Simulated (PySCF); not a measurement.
# H10Si4: the cost of one run

The runs use PySCF 2.14.0; levels as typed in each script, gas phase, geometry from GFN2-xTB.

## 1. The system as given

SMILES `[SiH3][SiH2][SiH2][SiH3]`, 14 atoms, charge 0, spin multiplicity 1.

Bond lengths: Si1–Si2 2.313 Å, Si1–H5 1.465 Å, Si1–H6 1.466 Å, Si1–H7 1.464 Å, Si2–Si3 2.326 Å, Si2–H8 1.472 Å, Si2–H9 1.474 Å, Si3–Si4 2.313 Å, Si3–H10 1.474 Å, Si3–H11 1.472 Å, Si4–H12 1.464 Å, Si4–H13 1.466 Å, Si4–H14 1.466 Å. Angles: Si2–Si1–H5 111.6°, Si2–Si1–H6 110.8°, Si2–Si1–H7 114.9°, H5–Si1–H6 106.4°, H5–Si1–H7 106.3°, H6–Si1–H7 106.4°, Si1–Si2–Si3 114.9°, Si1–Si2–H8 109.8°, Si1–Si2–H9 109.2°, Si3–Si2–H8 111.1°, Si3–Si2–H9 108.4°, H8–Si2–H9 102.8°, Si2–Si3–Si4 115.0°, Si2–Si3–H10 108.4°, Si2–Si3–H11 111.0°, Si4–Si3–H10 109.2°, Si4–Si3–H11 109.8°, H10–Si3–H11 102.7° and more.

Geometry (Å):

```
Si    2.36061    0.88799   -0.18357
Si    1.08605   -0.94536    0.41830
Si   -1.08439   -0.94497   -0.41835
Si   -2.36194    0.88649    0.18392
H     2.49049    0.99891   -1.63905
H     1.73243    2.13189    0.27122
H     3.72361    0.89386    0.35138
H     1.79311   -2.18502    0.05595
H     1.01731   -1.02633    1.88829
H    -1.01593   -1.02483   -1.88840
H    -1.79000   -2.18618   -0.05838
H    -3.73792    0.86859   -0.31633
H    -2.45691    1.02195    1.64018
H    -1.76095    2.12919   -0.30906
```

## 2. Density, bond paths and surface potential (B3LYP/def2-svpd)

input.py reads:

```python
import numpy as np
from pyscf import gto, scf, dft
from pyscf.scf import atom_ks, atom_hf
from scipy.linalg import block_diag

def solve(mol, dm0=None, hcore=None):
    mf = (dft.UKS if mol.spin else dft.RKS)(mol, xc='b3lyp')
    mf.grids.level = 3
    mf = mf.density_fit(auxbasis='def2-universal-jkfit')
    mf.conv_tol, mf.max_cycle = 1e-8, 80
    if hcore is not None:
        mf.get_hcore = lambda *args: hcore
    mf.kernel(dm0)
    if not mf.converged:
        mf = mf.newton().run(mf.mo_coeff, mf.mo_occ, max_cycle=30)
    assert mf.converged, 'SCF not converged'
    return mf

mol = gto.M(atom='''
Si     2.36061     0.88799    -0.18357
Si     1.08605    -0.94536     0.41830
Si    -1.08439    -0.94497    -0.41835
Si    -2.36194     0.88649     0.18392
H      2.49049     0.99891    -1.63905
H      1.73243     2.13189     0.27122
H      3.72361     0.89386     0.35138
H      1.79311    -2.18502     0.05595
H      1.01731    -1.02633     1.88829
H     -1.01593    -1.02483    -1.88840
H     -1.79000    -2.18618    -0.05838
H     -3.73792     0.86859    -0.31633
H     -2.45691     1.02195     1.64018
H     -1.76095     2.12919    -0.30906
''', basis='def2-svpd', charge=0, spin=0, verbose=4)
mf = solve(mol)
mf.analyze()
# spherically averaged free atoms, for the promolecule
atm = atom_ks.get_atm_nrks(mol, xc='b3lyp')
pro = block_diag(*[(atm[a[0]][2] * atm[a[0]][3]) @ atm[a[0]][2].T for a in mol._atom])
np.savez('result.npz', e=mf.e_tot, c=mf.mo_coeff, occ=mf.mo_occ, eps=mf.mo_energy, pro=pro, dip=mf.dip_moment(verbose=0), s2=mf.spin_square()[0])
```

On the command line:

```
> OMP_NUM_THREADS=1 python input.py
```

**Question.** How long does this run take on 1 thread of AMD EPYC 7R43 (Zen 3), shared host, and how much memory does it need?

About 16 s, with a peak of 0.7 GiB.
